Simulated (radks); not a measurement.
# V⁹⁺ in [He] 2s2 2p5.5 3s2 3p2 4p0.5: an all-electron calculation

The task here is to estimate one member of a computed series from the others.

Method: non-relativistic Kohn-Sham, PBE, spin-unpolarised, spherical densities, point nucleus. Code: radks (a radial shooting solver on a logarithmic mesh, Libxc functionals) version 1.

### The atom as given

- element: vanadium (Z = 23)
- charge: +9
- electrons: 14
- configuration: [He] 2s2 2p5.5 3s2 3p2 4p0.5

Set-up of the first run:

Settings of this run:

```text
Z 23
configuration [He] 2s2 2p5.5 3s2 3p2 4p0.5
relativity non-relativistic
functional pbe,pbe
spin unpolarised
nucleus point
```

Launch:

```console
$ python run_ks.py task.json out
```

All runs below come from this command, one after another.

One of the session's tables, all rows but one given; the rest of the session is left out.

It belongs to the step «Shells». From the orbitals of this run (lengths in bohr):

```
level      <r>  outermost maximum (interpolated)  90 % within  nodes
   1s  0.06702                            0.0441        0.119      0
   2s   0.3066                             0.256        0.474      1
   2p   0.2699                             0.207        0.441      0
   3s        ?                                 ?            ?      ?
   3p   0.8319                             0.754         1.24      1
   4p    1.756                              1.72         2.50      2
```

Q: Estimate the row for 3s from the others.

As computed: <r>: 0.8295; outermost maximum (interpolated): 0.761; 90 % within: 1.21; nodes: 2. In the column «<r>» it lies between 2s (0.3066) and 3p (0.8319).
